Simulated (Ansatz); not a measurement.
**CsZrCl3: relaxing cell and atoms**

The start is CsZrCl3, a structure type of another compound, with these elements put in. Where does it settle when we relax cell and atoms, and what is it like there?

Program: Ansatz 0.2.0. Level of theory: DFT, r2SCAN, no spin polarisation, plane waves, PAW. These are calculated values, not measurements.

### 1 The system as given

It takes space group P4mm (No. 99, tetragonal). Conventional cell: a = 5.340 Å, b = 5.340 Å, c = 5.370 Å, α = 90.00°, β = 90.00°, γ = 90.00°. Cs (site symmetry 4mm) has 12 Cl at 3.78 to 3.79 Å as nearest neighbours. Zr (site symmetry 4mm) is surrounded by 5 Cl at 2.48 to 2.67 Å. Cl (site symmetry 4mm) is surrounded by 1 Zr at 2.48 Å. Cl (site symmetry 2mm) is surrounded by 2 Zr at 2.67 Å and 4 Cs at 3.79 Å.

As a file:

```
Cs Zr Cl
1.0
     5.34047    0.00000    0.00000
     0.00000    5.34047    0.00000
     0.00000    0.00000    5.37010
Cs Zr Cl
1 1 3
Direct
  0.00000 0.00000 0.00000
  0.50000 0.50000 0.51200
  0.50000 0.50000 0.97400
  0.00000 0.50000 0.50000
  0.50000 0.00000 0.50000
```

It starts from an earlier solution of the starting cell (checkpoint.read).

### 2 Relaxing

File input.yaml:

```yaml
crystal:
  lattice:
    - [5.340473, 0.0, 0.0]
    - [0.0, 5.340473, 0.0]
    - [0.0, 0.0, 5.3701]
  atoms:
    - { symbol: Cs, position: [0.0, 0.0, 0.0] }
    - { symbol: Zr, position: [0.5, 0.5, 0.512] }
    - { symbol: Cl, position: [0.5, 0.5, 0.974] }
    - { symbol: Cl, position: [0.0, 0.5, 0.5] }
    - { symbol: Cl, position: [0.5, 0.0, 0.5] }
  symmetry: { tolerance: 0.0003 }
kpoints:
  mp_grid: { grid: [6, 6, 6], shift: [0, 0, 0] }
magnetization:
  spin_polarized: false
scf:
  occupations: { method: fermi_dirac }
  lower_state_search: "off"
hamiltonian:
  pseudopotentials: { kind: paw }
  xc: r2scan
basis:
  ecutwfc: 500
  fft_grid_basis: typed
relax:
  max_steps: 80
  cell: { p_target: 0.0 }
  f_tol: 0.03
output:
  forces: true
  stress: true
  eigenvalues: true
  bader: true
  populations: true
  elf: true
  write_potential: true
  volumetric_format: npy
  dos:
    e_range: [-12, 8]
    de: 0.05
    projected: { site_lists: { Cl: [Cl], Cs: [Cs], Zr: [Zr] } }
  write_density: true
checkpoint:
  read: saved_state
```

The run is started by

```sh
$ ansatz run input.yaml --threads 2 --pin off --max-ram 3584MiB --backend cpu --events-out ev --progress --plain --runs-dir out
```

What it wrote, cut to the lines that bear on the results:

```text
Warning: RAYON_NUM_THREADS=2 ignored (pool sized by the plan → 2); use --threads N
[...]
Pseudopotentials: kind: paw
Pseudopotential: Cs, paw, valence charge 9, recommended cutoff 500 eV (meta_gga), Cs.paw.azcp
Pseudopotential: Zr, paw, valence charge 12, recommended cutoff 500 eV (meta_gga), Zr.paw.azcp
Pseudopotential: Cl, paw, valence charge 7, recommended cutoff 500 eV (meta_gga), Cl.paw.azcp
Functional definition: r2SCAN
[...]
Crystal: 5 atoms, lattice volume = 153.159 Å³
Basis set: ecut = 500 eV, 3887 PW (Γ), exchange–correlation on 160×160×160 points (64 copies of the dense FFT grid, shifted against one another)
Bands: 26, of which v1, the nominal top of the filled ones, is band 21 counted from 1 (20 counted from 0)
Symmetry: 8 space group operations
Space group: P4mm (ITA 99), of the structure as read, at distance tolerance 1.6e-3 Å
k-points: 40 of 216 (time reversal used)
[...]
SCF iter   1: F=-13140.469446 eV  HF=-13140.468226 eV  |F-HF|=1.22e-3  |Δ(HF+E_count)|=         —  Δρ=3.96e-4  dr2=9.00e-5  dr2_τ=2.96e-4  ethr=2.58e-7  ⟨swp⟩=3.0  Hψ=8604  notcnv=0
[...]
relax step   1: F+E_penalty+E_count = -13140.46952733 eV  Δ(F+E_penalty+E_count) = +0.000e0 eV  max|allowed force component| = 1.143e0 eV/Å  Δτ_max = 0.0000 Å  P = -3.017 GPa  Ω = 153.159 Å³  (4 SCF iters, dr2 threshold 1.00e-7 eV, accepted)
[...]
relax step   2: F+E_penalty+E_count = -13140.75893259 eV  Δ(F+E_penalty+E_count) = -2.894e-1 eV  max|allowed force component| = 3.975e-1 eV/Å  Δτ_max = 0.1737 Å  P = -0.298 GPa  Ω = 138.563 Å³  energy of the carried Pulay correction = +1.576e-3 eV  (8 SCF iters, dr2 threshold 5.00e-7 eV, accepted)
[...]
relax step   3: F+E_penalty+E_count = -13140.77129342 eV  Δ(F+E_penalty+E_count) = -1.236e-2 eV  max|allowed force component| = 2.486e-1 eV/Å  Δτ_max = 0.0836 Å  P = +0.015 GPa  Ω = 137.425 Å³  energy of the carried Pulay correction = +1.705e-3 eV  (7 SCF iters, dr2 threshold 5.00e-7 eV, accepted)
[...]
```

### 3 More of the same log

Output, continued, cut to the lines that bear on the results:

```text
SCF iter   1: F=-13140.773345 eV  HF=-13140.773743 eV  |F-HF|=3.98e-4  |Δ(HF+E_count)|=         —  Δρ=1.58e-3  dr2=4.76e-3  dr2_τ=2.77e-2  ethr=1.34e-5  ⟨swp⟩=2.0  Hψ=5422  notcnv=0
[...]
relax step   4: F+E_penalty+E_count = -13140.77623967 eV  Δ(F+E_penalty+E_count) = -4.946e-3 eV  max|allowed force component| = 1.923e-3 eV/Å  Δτ_max = 0.0346 Å  P = -0.010 GPa  Ω = 137.467 Å³  energy of the carried Pulay correction = +1.700e-3 eV  (5 SCF iters, dr2 threshold 5.00e-7 eV, accepted)
[...]
relax step   5: F+E_penalty+E_count = -13140.77466867 eV  Δ(F+E_penalty+E_count) = +1.571e-3 eV  max|allowed force component| = 2.465e-3 eV/Å  Δτ_max = 0.0000 Å  P = -0.013 GPa  Ω = 137.467 Å³  stress off target by 3.15e-2 GPa  SCF on the basis re-selected at this cell (its energy is not [...]
SCF converged after 6 iterations
Free energy (F): -13140.774669 eV
[...]
  cell:  # Å, volume = 137.4666 Å³
    - [5.162817054115382, 0.0, -2.3068579282143948e-33]
    - [0.0, 5.162817054115382, 0.0]
    - [-2.319655536186424e-33, 0.0, 5.157315213015466]
  atoms:
    - { symbol: Cs, position: [1.7851140198100089e-34, 0.0, -0.002700320594798586] }
    - { symbol: Zr, position: [0.5, 0.5, 0.49724781509170907] }
    - { symbol: Cl, position: [0.5, 0.5, 0.9972217018222831] }
    - { symbol: Cl, position: [-1.2008948860540056e-33, 0.5, 0.49711540184040315] }
    - { symbol: Cl, position: [0.5, 0.0, 0.49711540184040315] }
--- Löwdin populations: 5 sites ---
  site symbol       q [e]
     0     Cs      8.2092
     1     Zr     11.5092
     2     Cl      7.3522
     3     Cl      7.3543
     4     Cl      7.3543
  spilling = 0.005258 (of n_electrons = 42.000000)
--- Bader charges: 5 sites ---
  site symbol  charge [e]  shift [e]
     0     Cs      0.8618     0.0000
     1     Zr      1.6949     0.0012
     2     Cl     -0.8523     0.0004
     3     Cl     -0.8522     0.0004
     4     Cl     -0.8522     0.0004
  estimated error of the sums over rays = 2.9e-4 e
```

Wall time 67 s (2 threads of an x86-64 CPU, shared host); peak memory 0.77 GiB.

Relaxation path:

```
step  energy from step 1 (eV/cell)  largest force component (eV/Å)  pressure (GPa)  volume (Å³)
   1                        0.0000                          1.1427           -3.02       153.16
   2                       -0.2894                          0.3975           -0.30       138.56
   3                       -0.3018                          0.2486            0.01       137.43
   4                       -0.3067                          0.0019           -0.01       137.47
   5                       -0.3051                          0.0025           -0.01       137.47
```

Step 1 is the start. Step 5 repeats the geometry before on a plane-wave basis chosen anew for that cell, so the energy can jump there without any move; the table keeps such jumps.

| input's cell | before | after | change |
| --- | --- | --- | --- |
| a (Å) | 5.340 | 5.163 | -3.3 % |
| b (Å) | 5.340 | 5.163 | -3.3 % |
| c (Å) | 5.370 | 5.157 | -4.0 % |
| volume (Å³/atom) | 30.63 | 27.49 | -10.2 % |

The atom that moved most is Cl3, by 0.12 Å, apart from the change of the cell.

### 4 Density of states

Counts of states in windows (eV from the Fermi level; tetrahedra), total and projected:

```
from    to  total  Cl p  Zr d
-8.0  -7.0   5.71  4.86  0.60
-7.0  -6.0   6.27  5.65  0.38
-6.0  -5.0   4.62  4.50  0.04
-5.0  -4.0   0.00  0.00  0.00
-4.0  -3.0   0.00  0.00  0.00
-3.0  -2.0   0.00  0.00  0.00
-2.0  -1.0   0.00  0.00  0.00
-1.0   0.0   1.88  0.09  1.66
 0.0   1.0   3.82  0.37  3.17
```

The bands computed are complete only to about 1.4 eV above the Fermi level.

### 5 Charges

By element, from the tables in the log (a charge is positive for electrons lost): Löwdin charges also hold the electrons that the projection spills.

| element | atoms | Bader charge (e) | Bader volume (Å³) | Löwdin charge (e) |
| --- | --- | --- | --- | --- |
| Cs | 1 | +0.86 | 35.4 | +0.79 |
| Zr | 1 | +1.69 | 15.7 | +0.49 |
| Cl | 3 | -0.85 | 28.8 | -0.35 |

Löwdin charges rest on a small set of atomic orbitals that misses 0.5 % of the electrons, so they need not add up to the cell's charge and can differ from Bader's even in sign.

### 6 Fields in real space

Maps in the plane spanned by b and c at height 0.500 along a (axes of the input's cell), one cell: b runs left to right (16 points from zero), c bottom to top (16 points), 90° apart. Inside the augmentation spheres the fields are the smooth ones.

Valence density. Ten steps from '0' (0.00 e/Å³) to '9' (4.03 e/Å³), finer at the low end (step k begins (100^(k/10) - 1)/99 of the way up):
```
0001357878753100
0001246787642100
1111234666432111
3322223444322223
5543234555432345
7764346888643467
7875458999854578
0786469999964687
7875458999854578
8764346898643467
6543234565432345
3322223444322223
1111234565432111
0001246787642100
0001357878753100
0001358707853100
```

ELF. Values, 16 rows by 16 columns:
```
0.00 0.01 0.02 0.20 0.64 0.83 0.87 0.74 0.52 0.74 0.87 0.83 0.64 0.20 0.02 0.01
0.03 0.02 0.02 0.07 0.42 0.75 0.85 0.85 0.83 0.85 0.85 0.75 0.42 0.07 0.02 0.02
0.26 0.18 0.06 0.04 0.13 0.45 0.69 0.78 0.80 0.78 0.69 0.45 0.13 0.04 0.06 0.18
0.68 0.62 0.38 0.11 0.07 0.12 0.17 0.18 0.18 0.18 0.17 0.12 0.07 0.11 0.38 0.62
0.85 0.83 0.73 0.42 0.11 0.09 0.14 0.20 0.22 0.20 0.14 0.09 0.11 0.42 0.73 0.83
0.86 0.87 0.85 0.67 0.16 0.15 0.58 0.76 0.75 0.76 0.58 0.15 0.16 0.67 0.85 0.87
0.60 0.76 0.86 0.77 0.16 0.22 0.77 0.75 0.49 0.75 0.77 0.22 0.16 0.77 0.86 0.76
0.17 0.55 0.84 0.79 0.16 0.24 0.75 0.46 0.03 0.46 0.75 0.24 0.16 0.79 0.84 0.55
0.54 0.73 0.85 0.77 0.16 0.23 0.77 0.72 0.42 0.72 0.77 0.23 0.16 0.77 0.85 0.73
0.85 0.87 0.85 0.68 0.16 0.15 0.62 0.78 0.76 0.78 0.62 0.15 0.16 0.68 0.85 0.87
0.85 0.84 0.75 0.45 0.12 0.09 0.16 0.25 0.28 0.25 0.16 0.09 0.12 0.45 0.75 0.84
0.70 0.65 0.43 0.13 0.07 0.11 0.14 0.14 0.14 0.14 0.14 0.11 0.07 0.13 0.43 0.65
0.30 0.21 0.07 0.04 0.12 0.41 0.66 0.76 0.78 0.76 0.66 0.41 0.12 0.04 0.07 0.21
0.03 0.02 0.02 0.06 0.39 0.74 0.85 0.86 0.84 0.86 0.85 0.74 0.39 0.06 0.02 0.02
0.01 0.01 0.02 0.18 0.63 0.83 0.87 0.75 0.57 0.75 0.87 0.83 0.63 0.18 0.02 0.01
0.00 0.00 0.03 0.28 0.69 0.85 0.86 0.57 0.17 0.57 0.86 0.85 0.69 0.28 0.03 0.00
```

Atoms within 0.2 Å of the plane, in fractions of b and c: Zr at (0.50, 0.50), Cl at (0.50, 1.00), Cl at (0.00, 0.50).

Along short contacts, where the density is least:

```
contact  length (Å)  minimum at (fraction)  density (e/Å³)   ELF
Zr2–Cl3       2.579                   0.47           0.309  0.10
```

### 7 What came out

| quantity | value |
| --- | --- |
| moves | 3 |
| energy gained | 61.3 meV/atom |
| largest move | 0.12 Å (Cl) |
| space group (0.01 Å), before / after | P4mm / Pm-3m |
| cell | a = 5.163 Å, b = 5.163 Å, c = 5.157 Å, α = 90.00°, β = 90.00°, γ = 90.00° |
| volume | 27.49 Å³/atom (-10.2 %) |
| pressure at the end | -0.01 GPa |
| formation energy (elements from separate runs) | -1.84 eV/atom |
| character | metal |
| density of states, mean within 0.25 eV of the Fermi level | 3.2 per eV per cell |
| Bader charges | Cs +0.86, Zr +1.69, Cl -0.85 e |

What this shows: The volume shrank by 10.2 %, and the largest move of an atom is 0.12 Å apart from the change of the cell; the energy fell by 61.3 meV per atom. Within 0.01 Å the space group went from P4mm to Pm-3m. The cell is metallic; within 0.25 eV of the Fermi level the density of states averages 3.2 per eV per cell, mostly Zr d (85 %). Zr loses most charge (+1.69 e on average) and Cl gains most (-0.85 e). Set against separate runs on the elements (Cs bcc, Zr hcp, Cl2 molecule), it forms at -1.84 eV per atom, a bound cell by that test.
